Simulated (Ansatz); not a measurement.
# RbB6H6: a single-point run

Wanted: field gradients for RbB6H6.

Method: DFT, PBE, plane-wave PAW, default files, scalar-relativistic, in Ansatz 0.2.0.

## 1. The starting structure

The structure is cubic, space group Fm-3 (No. 202). Conventional cell: a = 10.850 Å, b = 10.850 Å, c = 10.850 Å, α = 90.00°, β = 90.00°, γ = 90.00°. Around Rb (site symmetry 23) lie 12 H at 3.14 Å and 12 B at 3.55 Å. B (site symmetry m) has 1 H at 1.24 Å as nearest neighbours. Around H (site symmetry m) lie 1 B at 1.24 Å.

Structure file:

```
CELL_PARAMETERS angstrom
0.00000 5.42500 5.42500
5.42500 0.00000 5.42500
5.42500 5.42500 0.00000
ATOMIC_POSITIONS crystal
Rb 0.25000 0.25000 0.25000
Rb 0.75000 0.75000 0.75000
B 0.20800 0.94200 0.05800
B 0.94200 0.20800 0.79200
B 0.79200 0.05800 0.94200
B 0.05800 0.79200 0.20800
B 0.05800 0.20800 0.94200
B 0.79200 0.94200 0.20800
B 0.94200 0.79200 0.05800
B 0.20800 0.05800 0.79200
B 0.94200 0.05800 0.20800
B 0.20800 0.79200 0.94200
B 0.05800 0.94200 0.79200
B 0.79200 0.20800 0.05800
H 0.34800 0.86200 0.13800
H 0.86200 0.34800 0.65200
H 0.65200 0.13800 0.86200
H 0.13800 0.65200 0.34800
H 0.13800 0.34800 0.86200
H 0.65200 0.86200 0.34800
H 0.86200 0.65200 0.13800
H 0.34800 0.13800 0.65200
H 0.86200 0.13800 0.34800
H 0.34800 0.65200 0.86200
H 0.13800 0.86200 0.65200
H 0.65200 0.34800 0.13800
```

## 2. Running it

The input, input.yaml:

```yaml
crystal:
  lattice:
    - [0.0, 5.425, 5.425]
    - [5.425, 0.0, 5.425]
    - [5.425, 5.425, 0.0]
  atoms:
    - { symbol: Rb, position: [0.25, 0.25, 0.25] }
    - { symbol: Rb, position: [0.75, 0.75, 0.75] }
    - { symbol: B, position: [0.208, 0.942, 0.058] }
    - { symbol: B, position: [0.942, 0.208, 0.792] }
    - { symbol: B, position: [0.792, 0.058, 0.942] }
    - { symbol: B, position: [0.058, 0.792, 0.208] }
    - { symbol: B, position: [0.058, 0.208, 0.942] }
    - { symbol: B, position: [0.792, 0.942, 0.208] }
    - { symbol: B, position: [0.942, 0.792, 0.058] }
    - { symbol: B, position: [0.208, 0.058, 0.792] }
    - { symbol: B, position: [0.942, 0.058, 0.208] }
    - { symbol: B, position: [0.208, 0.792, 0.942] }
    - { symbol: B, position: [0.058, 0.942, 0.792] }
    - { symbol: B, position: [0.792, 0.208, 0.058] }
    - { symbol: H, position: [0.348, 0.862, 0.138] }
    - { symbol: H, position: [0.862, 0.348, 0.652] }
    - { symbol: H, position: [0.652, 0.138, 0.862] }
    - { symbol: H, position: [0.138, 0.652, 0.348] }
    - { symbol: H, position: [0.138, 0.348, 0.862] }
    - { symbol: H, position: [0.652, 0.862, 0.348] }
    - { symbol: H, position: [0.862, 0.652, 0.138] }
    - { symbol: H, position: [0.348, 0.138, 0.652] }
    - { symbol: H, position: [0.862, 0.138, 0.348] }
    - { symbol: H, position: [0.348, 0.652, 0.862] }
    - { symbol: H, position: [0.138, 0.862, 0.652] }
    - { symbol: H, position: [0.652, 0.348, 0.138] }
kpoints:
  mp_grid: { grid: [5, 4, 6] }
scf:
  occupations: { method: fermi_dirac, width: 0.05 }
  max_iter: 80
hamiltonian:
  xc: pbe
  pseudopotentials: { kind: paw }
output:
  forces: true
  stress: true
  populations: true
  efg:
    quadrupole_moments_barn: { Rb: 0.1335, B: 0.04059, H: 0.00285783 }
    contact_densities: true
```

Launch:

```bash
ansatz run input.yaml --threads 1 --pin off --max-ram 2560MiB --backend cpu --events-out ev --progress --plain --runs-dir out
```

What happens when this is run?

The program finished normally, with warnings (gradients without spin orbit, symmetry narrowed by mesh). It gives a largest force of 2.0 eV/Å, which is large; a structure far from rest gives such values too, whatever the setting.

In the input, kpoints.mp_grid.grid is [5, 4, 6]. What could go wrong: uneven k-mesh. It still converged here, which does not make the setting sound.

Run again and compare: set kpoints.mp_grid.grid to [5, 5, 5].
